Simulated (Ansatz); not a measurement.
Runs of Ansatz 0.2.0 on NiMoIrPdW. The structure is trigonal, space group P3m1 (No. 156). Conventional cell: a = 2.761 Å, b = 2.761 Å, c = 11.341 Å, α = 90.00°, β = 90.00°, γ = 120.00°. Ni (site symmetry 3m) is surrounded by 3 W at 2.59 Å and 3 Pd at 2.68 Å and 6 Ni at 2.76 Å. Around Mo (site symmetry 3m) lie 3 Ir at 2.66 Å and 1 W at 2.66 Å and 6 Mo at 2.76 Å. Pd (site symmetry 3m) is surrounded by 3 Ni at 2.68 Å and 6 Pd at 2.76 Å and 3 Ir at 2.84 Å. Ir (site symmetry 3m) is surrounded by 3 Mo at 2.66 Å and 6 Ir at 2.76 Å and 3 Pd at 2.84 Å. Around W (site symmetry 3m) lie 3 Ni at 2.59 Å and 1 Mo at 2.66 Å and 6 W at 2.76 Å. The cell was built by a generator and needn't be a form met in nature.

```tsv
task	level	cell	k mesh	cutoff (eV)	points for each segment of the path	mesh quality	gap on the mesh (eV)	pressure (GPa)	moment (μB)	relaxed volume (Å³/atom)	largest force (eV/Å)
single point	HSE03	as given	5 × 5 × 1	420	-	coarse	none	-7.0	0.00	-	0.32
relaxation of cell and atoms	r2SCAN+rVV10	relaxed	8 × 8 × 2	500	-	not flagged	none	0.0	0.00	(a)	-
relaxation of cell and atoms	LDA	relaxed	8 × 8 × 2	420	-	not flagged	none	0.0	0.00	14.09	-
band structure	BLYP	as given	11 × 11 × 3	420	14	not flagged	none	10.6	0.00	-	0.57
band structure	revPBE	as given	11 × 11 × 3	420	14	not flagged	none	(c)	0.00	-	0.33
band structure	LDA	as given	11 × 11 × 3	420	14	not flagged	none	(d)	0.00	-	0.21
relaxation of cell and atoms	BLYP	relaxed	8 × 8 × 2	420	-	not flagged	none	0.0	0.00	15.69	0.01
relaxation of cell and atoms	revPBE	relaxed	8 × 8 × 2	420	-	not flagged	none	0.0	0.00	(b)	-
```

Alike in all rows: potentials or basis Ansatz PAW; spin collinear, ferromagnetic start; smearing fermi-dirac 0.05 eV.

Problem. Fill in the values left out.

Solution. (a) 14.49; (b) 15.14; (c) 2.7; (d) -14.3.

Caveats: some runs use coarse meshes; the PAW data sets come from PBE, with cores solved anew for the run's functional, which leaves a small shift of forces and pressure; the starting moments weren't kept; the plane-wave basis is chosen anew once the cell has moved, so the energies of steps on either side of that aren't comparable (some runs); spin-orbit coupling is left out, which moves the levels of the heavy elements (some runs); the magnetic or orbital state may not be the lowest (some runs); the thresholds are loose for stress (some runs).

A k mesh can miss the band edges, and the runs leave out spin-orbit coupling on Ir, Mo, Pd, W.

A gap of «none» marks a metal or a gap under the smearing width.

Runs at the PBE level aren't shown here.
